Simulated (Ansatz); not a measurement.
# FePt: the cost of one run

Method: DFT, PAW plane waves, pbe, in Ansatz 0.2.0.

### Step 1. The system as given

The structure is tetragonal, space group P4/mmm (No. 123). The conventional cell has a = 2.724 Å, b = 2.724 Å, c = 3.720 Å, α = 90.00°, β = 90.00°, γ = 90.00°. Fe (site symmetry 4/mmm) is surrounded by 8 Pt at 2.68 Å and 4 Fe at 2.72 Å. Pt (site symmetry 4/mmm) has 8 Fe at 2.68 Å and 4 Pt at 2.72 Å as nearest neighbours.

Coordinates:

```cif
data_structure
_symmetry_space_group_name_H-M 'P4/mmm'
_symmetry_Int_Tables_number 123
_cell_length_a 2.7235
_cell_length_b 2.7235
_cell_length_c 3.7200
_cell_angle_alpha 90.000
_cell_angle_beta 90.000
_cell_angle_gamma 90.000
_cell_volume 27.59
loop_
_atom_site_label
_atom_site_type_symbol
_atom_site_symmetry_multiplicity
_atom_site_Wyckoff_symbol
_atom_site_fract_x
_atom_site_fract_y
_atom_site_fract_z
_atom_site_occupancy
Fe1 Fe 1 a 0.00000 0.00000 0.00000 1
Pt1 Pt 1 d 0.50000 0.50000 0.50000 1
```

### Step 2. A run

input.yaml reads:

```yaml
crystal:
  lattice:
    - [5.447, 0.0, 0.0]
    - [0.0, 2.7235, 0.0]
    - [0.0, 0.0, 3.72]
  atoms:
    - { symbol: Fe, position: [0.0, 0.0, 0.0], spin: 4.0 }
    - { symbol: Pt, position: [0.25, 0.5, 0.5] }
    - { symbol: Fe, position: [0.5, 0.0, 0.0], spin: 4.0 }
    - { symbol: Pt, position: [0.75, 0.5, 0.5] }
  symmetry: { tolerance: 0.0003 }
hamiltonian:
  xc: pbe
  pseudopotentials: { kind: paw, azcp: { folder: soft_1 } }
basis:
  ecutwfc: 420
magnetization:
  spin_polarized: true
scf:
  occupations: { method: fermi_dirac, width: 0.05 }
kpoints:
  mp_grid: { grid: [5, 9, 6], shift: [0, 0, 0] }
output:
  forces: true
  stress: true
  eigenvalues: true
```

The run is started by

```
$ ansatz run input.yaml --threads 2 --pin off --max-ram 5632MiB --backend cpu --events-out ev --progress --plain --runs-dir out
```

**Question.** How long does this run take on 2 threads of AMD EPYC 9R45 (Zen 5), shared host, and how much memory does it need?

About 4.3 s, with a peak of 0.58 GiB.
